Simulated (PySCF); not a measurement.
# AuF₂⁺: a ladder of methods

How much do the numbers for AuF₂⁺ (singlet) hang on the method? All levels run at one geometry, the PBE0 minimum.

Computed with PySCF 2.14.0. Level: several methods, basis Au def2-TZVP with ECP60, F def2-TZVP, scalar-relativistic core potentials, no spin–orbit coupling, density fitting.

## (1) The system as given

3 atoms, charge 1, spin multiplicity 1.

Bond lengths: Au1–F2 1.868 Å, Au1–F3 1.868 Å. Angles: F2–Au1–F3 180.0°.

```xyz
3
charge 1 multiplicity 1
Au    0.0000    0.0000    0.0000
F     0.0000    0.0000    1.8685
F     0.0000    0.0000   -1.8685
```

## (2) PBE0

One driver script runs all steps and calls PySCF; scf.py shows the equivalent input of each level. Each SCF starts from the density of the minimum. The driver also runs the species with one electron less or more at the same geometry (one less: multiplicity 2, one more: multiplicity 2); their logs are not shown.

The input, scf.py:

```python
from pyscf import gto, scf, dft
mol = gto.M(atom='''
Au     0.000000    -0.000000     0.000000
F     -0.000000     0.000000     1.868468
F      0.000000    -0.000000    -1.868468''',
    basis={'Au': 'def2-TZVP', 'F': 'def2-TZVP'},
    ecp={'Au': 'def2-TZVP'},
    charge=1, spin=0)
mf = dft.RKS(mol, xc='PBE0')
mf.grids.atom_grid = (99, 590)
aux = {'Au': 'def2-universal-JKFIT', 'F': 'def2-universal-JKFIT'}
mf = mf.density_fit(auxbasis=aux)
mf.kernel()
```

## (3) HF

Edit scf.py of step 2 so:

```diff
@@ -9,2 +9 @@
-mf = dft.RKS(mol, xc='PBE0')
-mf.grids.atom_grid = (99, 590)
+mf = scf.RHF(mol)
```

## (4) PBE

Edit scf.py of step 3 so:

```diff
@@ -9 +9,2 @@
-mf = scf.RHF(mol)
+mf = dft.RKS(mol, xc='PBE')
+mf.grids.atom_grid = (99, 590)
```

## (5) r2SCAN

Edit scf.py of step 4 so:

```diff
@@ -9 +9 @@
-mf = dft.RKS(mol, xc='PBE')
+mf = dft.RKS(mol, xc='R2SCAN')
```

## (6) B3LYP

Edit scf.py of step 5 so:

```diff
@@ -9 +9 @@
-mf = dft.RKS(mol, xc='R2SCAN')
+mf = dft.RKS(mol, xc='B3LYP')
```

## (7) TPSSh

Edit scf.py of step 6 so:

```diff
@@ -9 +9 @@
-mf = dft.RKS(mol, xc='B3LYP')
+mf = dft.RKS(mol, xc='TPSSH')
```

(Steps that only read results are left out.)

What does the calculation give? Wanted: vertical ionisation energy, range; vertical electron affinity, range; orbital gap, range.

As calculated:

```
                         quantity                           value
vertical ionisation energy, range  16.02 (HF) to 19.38 (B3LYP) eV
vertical electron affinity, range  12.22 (HF) to 13.41 (B3LYP) eV
               orbital gap, range    -0.85 (PBE) to 10.84 (HF) eV
```

In words: The vertical ionisation energy spreads over 3.36 eV, from HF to B3LYP; without a CCSD(T) value for it there is no yardstick here. A negative gap means that an empty level lies below a filled one. Spin contamination is strong in at least one of the open-shell species at PBE0, HF, PBE, r2SCAN, B3LYP. The small gap makes a closed-shell description doubtful. Spin polarisation would lower this closed shell, so its numbers describe a constrained state. With an element this heavy the missing spin–orbit coupling can shift these numbers.
